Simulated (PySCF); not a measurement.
# [Er(NO2)]2+: other functionals and bases at one geometry

The task here is to estimate one member of a computed series from the others.

The runs use PySCF 2.14.0; several levels, as the steps say, no spin–orbit coupling.

2 further runs of the same task are left out: 2 for a known fault of the program.

### The system as given

4 atoms, charge 2, spin multiplicity 1.

Bond lengths: Er1–O2 2.144 Å, Er1–O3 2.144 Å, Er1–N4 2.607 Å, O2–N4 1.269 Å, O3–N4 1.269 Å. Angles: O2–Er1–O3 57.9°, O2–Er1–N4 28.9°, O3–Er1–N4 28.9°, Er1–O2–N4 96.2°, Er1–O3–N4 96.2°, Er1–N4–O2 54.8°, Er1–N4–O3 54.8°, O2–N4–O3 109.6°.

As a file:

```
Er    0.0000    0.0000   -0.3020
O     1.0372    0.0000    1.5742
O    -1.0372    0.0000    1.5742
N     0.0000    0.0000    2.3052
```

Formal oxidation states: Er +3. Each metal's 11 4f electrons lie in its core potential, so multiplicities, spins and levels count the valence alone. An earlier session relaxed this geometry at PBE0, Er lcecp-1-SVP with ECP57, O def2-SVP, N def2-SVP (singlet, point group C2v).

At PBE0 on the finer grid: E = -242.272623 Eh, HOMO -19.74 eV, LUMO -14.85 eV, Mulliken charge on Er1 +2.04 e, largest force component 0.006 eV/Å. 

Levels to run: BP86; PBE; BLYP; B3LYP; PBE0, TZVP. Hardware: 2 threads of Intel Xeon Platinum 8488C (Sapphire Rapids), shared host.

The first run:

run.py (the lines that set the calculation) reads:

```python
mol = gto.M(atom='''
Er     0.00000     0.00000    -0.30202
O      1.03719     0.00000     1.57416
O     -1.03719     0.00000     1.57416
N      0.00000     0.00000     2.30524''',
    basis={'Er': 'lcecp-1-SVP', 'O': 'def2-SVP', 'N': 'def2-SVP'},
    ecp={'Er': 'lcecp-1-SVP'},
    charge=2, spin=0)
mf = dft.RKS(mol, xc='B88,P86')
mf.grids.atom_grid = (75, 302)  # f atoms: unpruned, at least (60, 302)
mf = mf.density_fit()  # fitting sets: Er AutoAux, O def2-universal-JKFIT, N def2-universal-JKFIT
mf.conv_tol = 1e-08; mf.max_cycle = 55
mf.kernel(dm0)  # dm0: the density of the relaxed state
```

Launch:

```
OMP_NUM_THREADS=2 python run.py
```

Among the steps run: BP86; PBE; BLYP; B3LYP; PBE0, TZVP.

One of the session's tables, all rows but one given; the rest of the session is left out.

```
              level  HOMO (eV)  gap (eV)  charge on Er1 (e)  dipole (D)  largest force component (eV/Å)
PBE0 (relaxed here)     -19.74      4.89               2.04        5.86                            0.01
               BP86     -18.36      2.31               1.94        5.18                            1.62
                PBE     -18.26      2.27               1.93        5.10                            1.49
               BLYP          ?         ?                  ?           ?                               ?
              B3LYP     -19.50      4.33               2.00        5.68                            0.68
         PBE0, TZVP     -19.62      5.09               2.12        5.58                            0.86
```

**Question.** Estimate the row for BLYP.

As computed: HOMO (eV): -18.17; gap (eV): 2.28; charge on Er1 (e): 1.91; dipole (D): 5.03; largest force component (eV/Å): 2.03. In the column «HOMO (eV)» it is the highest.

The dipole of a charged species depends on the origin, so these sizes hold for this origin alone.

In one basis the HOMO–LUMO gap runs from 2.27 eV (PBE) to 4.89 eV (PBE0). The largest leftover force, 2.03 eV/Å with BLYP, stands at a geometry relaxed at another level. With 4f in the core, its levels are missing from HOMO and gap, and its count is fixed, so no charge can pass from the ligands into it. Total energies of different levels can't be compared.
